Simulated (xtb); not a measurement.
# doublet CH6O2Si+ at GFN2-xTB (ALPB chcl3, hydrogen mass 2 u, md dump 8 fs, md temperature 200 K, md time 0.2 ps)

Aim: an optimisation and a trajectory of doublet CH6O2Si+. 

The results are computed with xtb 6.7.1.

6 further runs of the same task are left out: 1 that didn't finish, 5 set aside as unsound or not needed.

### 1 Starting point

CH6O2Si+ has 10 atoms, charge +1, and is taken as a doublet. As SMILES of the parent species, `C[SiH](O)O`. The coordinates come from a PBE0-D4/def2-TZVP relaxation. This is one conformer, not always the lowest. That shape belongs to the parent species and isn't relaxed for this state. The run starts from this shape.

Bond lengths: C1–Si2 1.852 Å, Si2–O3 1.647 Å, Si2–O4 1.646 Å, C1–H5 1.093 Å, C1–H6 1.093 Å, C1–H7 1.092 Å, Si2–H8 1.484 Å, O3–H9 0.958 Å, O4–H10 0.958 Å. Some angles: C1–Si2–O3 105.2°, C1–Si2–O4 112.8°, O3–Si2–O4 112.2°, C1–Si2–H8 113.0°, O3–Si2–H8 110.8°, O4–Si2–H8 103.1°, Si2–C1–H5 111.0°, Si2–C1–H6 110.6°, Si2–C1–H7 110.8°, Si2–O3–H9 117.2°.

### 2 An optimisation and a trajectory at GFN2-xTB (ALPB chcl3, hydrogen mass 2 u, md dump 8 fs, md temperature 200 K, md time 0.2 ps)

Contents of input.inp:

```
$md
   temp=200
   time=0.2
   step=2
   dump=8
   hmass=2
   shake=2
   nvt=false
$end
```

Contents of geom.xyz:

```xyz
10

C     -1.293000     0.347800    -0.146400
Si     0.517500     0.180000     0.206800
O      0.650400    -1.156000     1.160800
O      1.425000     0.058500    -1.161600
H     -1.681100    -0.549800    -0.635600
H     -1.853400     0.489100     0.780800
H     -1.484400     1.203800    -0.797400
H      1.088600     1.369900     0.884700
H      1.521500    -1.366900     1.499800
H      1.192100    -0.627600    -1.788900
```

Launch:

```sh
$ xtb geom.xyz --alpb chcl3 --input input.inp -c 1 -u 1 --omd > xtb.out
```

Q: Predict the results. Wanted: potential energy of the last frame.

**Answer.** As computed:

Level: GFN2-xTB (ALPB chcl3, hydrogen mass 2 u, md dump 8 fs, md temperature 200 K, md time 0.2 ps).

| quantity | value |
| --- | --- |
| potential energy of the last frame | -14.70956 Eh |
